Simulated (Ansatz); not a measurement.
# C2H7ClSi: a ladder of functionals and wavefunction methods

One table from this session's results is given with a row withheld; the runs are named, their logs left out.

Computed with Ansatz 0.2.0, Gaussian basis. Level: functionals in def2-TZVPP, the program's frozen cores in correlated methods.

Levels to be run: LDA (SPW92), PBE-D4, revPBE-D4, BLYP-D4, r2SCAN-D4, B97M-V, PBE0-D4, B3LYP-D4, r2SCANh-D4, r2SCAN0-D4, HSE06-D4, BHLYP-D4, CAM-B3LYP-D4, LC-ωPBE, ωB97X-V, ωB97M-V, B2PLYP, PBE-QIDH; CCSD(T)/def2-SVP; CCSD(T)/def2-TZVPP; MP2/def2-QZVPP; extrapolation to the limit; RPA on PBE.

### Structure used throughout

An earlier PBE0-D4 in a triple-zeta def2 set relaxation fixed the geometry.

SMILES `[SiH3]CCCl`, 11 atoms, charge 0, spin multiplicity 1.

Atoms are counted from 1 here; the program's logs count them from 0.

Bond lengths: Si1–C2 1.884 Å, Si1–H5 1.488 Å, Si1–H6 1.486 Å, Si1–H7 1.488 Å, C2–C3 1.508 Å, C2–H8 1.094 Å, C2–H9 1.094 Å, C3–Cl4 1.793 Å, C3–H10 1.090 Å, C3–H11 1.090 Å. Angles: C2–Si1–H5 110.3°, C2–Si1–H6 109.7°, C2–Si1–H7 110.3°, H5–Si1–H6 109.1°, H5–Si1–H7 108.4°, H6–Si1–H7 109.1°, Si1–C2–C3 112.7°, Si1–C2–H8 108.5°, Si1–C2–H9 108.5°, C3–C2–H8 110.1°, C3–C2–H9 110.1°, H8–C2–H9 106.8°, C2–C3–Cl4 112.1°, C2–C3–H10 112.0°, C2–C3–H11 112.0°, Cl4–C3–H10 105.9°, Cl4–C3–H11 105.9°, H10–C3–H11 108.6°.

As a file:

```xyz
11

Si    0.0407    1.5240    0.0471
C    -0.5792   -0.2464    0.2263
C     0.4382   -1.2663   -0.2195
Cl   -0.1664   -2.9451   -0.0433
H     0.3713    1.8131   -1.3744
H    -1.0094    2.4707    0.5037
H     1.2668    1.7264    0.8651
H    -0.8477   -0.4155    1.2734
H    -1.4989   -0.3525   -0.3569
H     0.6970   -1.1507   -1.2719
H     1.3529   -1.2145    0.3709
```

The first run:

The input, in.yaml:

```yaml
crystal:
  periodic: [false, false, false]
  atoms:
    - {symbol: Si, position_ang: [0.040707, 1.524014, 0.047075]}
    - {symbol: C, position_ang: [-0.579164, -0.246411, 0.226314]}
    - {symbol: C, position_ang: [0.438171, -1.266274, -0.219489]}
    - {symbol: Cl, position_ang: [-0.166437, -2.945128, -0.043290]}
    - {symbol: H, position_ang: [0.371266, 1.813134, -1.374401]}
    - {symbol: H, position_ang: [-1.009383, 2.470694, 0.503661]}
    - {symbol: H, position_ang: [1.266809, 1.726383, 0.865105]}
    - {symbol: H, position_ang: [-0.847664, -0.415542, 1.273444]}
    - {symbol: H, position_ang: [-1.498860, -0.352507, -0.356856]}
    - {symbol: H, position_ang: [0.697027, -1.150686, -1.271922]}
    - {symbol: H, position_ang: [1.352930, -1.214478, 0.370860]}
basis:
  gaussian: {orbitals: def2-TZVPP}
hamiltonian: {xc: lda}
output: {orbitals: {seedname: orbitals}}
```

Command:

```bash
> ansatz run in.yaml --threads 4 --pin off --events-out ev --progress --plain --max-ram 10444MiB
```

Among the steps run: LDA; PBE-D4 (GGA); revPBE-D4 (GGA); BLYP-D4 (GGA); r2SCAN-D4 (meta-GGA); B97M-V (meta-GGA); B3LYP-D4 (hybrid); r2SCANh-D4 (hybrid); r2SCAN0-D4 (hybrid); HSE06-D4 (hybrid); BHLYP-D4 (hybrid); CAM-B3LYP-D4 (range-separated); LC-ωPBE (range-separated); ωB97X-V (range-separated); ωB97M-V (range-separated); B2PLYP (double hybrid); PBE-QIDH (double hybrid).

One table of the session follows, with a row left open; its other results are not shown here.

It belongs to the step «Frontier levels by functional». 

```
  functional  HOMO (eV)  gap (eV)
 LDA (SPW92)      -7.08      6.19
      PBE-D4      -6.95      6.28
   revPBE-D4      -6.90      6.33
     BLYP-D4      -6.79      6.24
   r2SCAN-D4      -7.26      6.91
      B97M-V      -7.41      6.90
     PBE0-D4      -8.33      8.61
    B3LYP-D4      -8.06      8.09
  r2SCANh-D4      -7.77      7.77
  r2SCAN0-D4      -8.53      9.03
    HSE06-D4      -7.92      7.83
    BHLYP-D4      -9.56     10.65
CAM-B3LYP-D4      -9.70     10.94
     LC-ωPBE     -11.13     13.59
     ωB97X-V          ?         ?
     ωB97M-V     -10.60     12.52
```

**Question.** Estimate the row for ωB97X-V.

**Answer.** HOMO (eV): -10.75; gap (eV): 13.02. In the column «HOMO (eV)» it lies between LC-ωPBE (-11.13) and ωB97M-V (-10.60).
